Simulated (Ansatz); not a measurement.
# NiBi: the cost of one run

Method: DFT, PBEsol, PAW with Ansatz's default frozen-core files, scalar-relativistic, in Ansatz 0.2.0.

### Step 1. Starting point

The structure is hexagonal, space group P6_3/mmc (No. 194). Conventional cell: a = 4.118 Å, b = 4.118 Å, c = 5.244 Å, α = 90.00°, β = 90.00°, γ = 120.00°. Ni (site symmetry -3m) is surrounded by 2 Ni at 2.62 Å and 6 Bi at 2.71 Å. Bi (site symmetry -6m2) is surrounded by 6 Ni at 2.71 Å.

As a file:

```
CELL_PARAMETERS angstrom
4.11794 0.00000 0.00000
-2.05897 3.56624 0.00000
0.00000 0.00000 5.24381
ATOMIC_POSITIONS crystal
Ni 0.00000 0.00000 0.50000
Ni 0.00000 0.00000 0.00000
Bi 0.33333 0.66667 0.25000
Bi 0.66667 0.33333 0.75000
```

Atoms are numbered in the order of the input: Ni1, Ni2, Bi3, Bi4.

### Step 2. Free moments from the typed start, PAW

input.yaml reads:

```yaml
crystal:
  lattice:
    - [4.1179380196, 0.0, 0.0]
    - [-2.0589690098, 3.5662389362, 0.0]
    - [0.0, 0.0, 5.24380966]
  atoms:
    - { symbol: Ni, position: [0.0, 0.0, 0.5], spin: 1.5 }
    - { symbol: Ni, position: [0.0, 0.0, 0.0], spin: 1.5 }
    - { symbol: Bi, position: [0.3333333333, 0.6666666667, 0.25] }
    - { symbol: Bi, position: [0.6666666667, 0.3333333333, 0.75] }
magnetization:
  spin_polarized: true
kpoints:
  mp_grid: { grid: [10, 10, 7] }
scf:
  occupations: { method: fermi_dirac, width: 0.05 }
  lower_state_search: "off"
hamiltonian:
  xc: pbesol
  pseudopotentials: { kind: paw }
output:
  forces: true
  stress: true
  eigenvalues: true
  populations: true
  dos: { projected: true, de: 0.1, e_range: [-8, 5] }
  write_density: true
  write_potential: true
  elf: true
  volumetric_format: npy
```

Launch:

```bash
ansatz run input.yaml --threads 2 --pin off --max-ram 6144MiB --backend cpu --events-out ev --progress --plain --runs-dir out
```

**Question.** How long does this run take on 2 threads of Arm Neoverse V2, shared host, and how much memory does it need?

About 16 s, with a peak of 0.53 GiB.
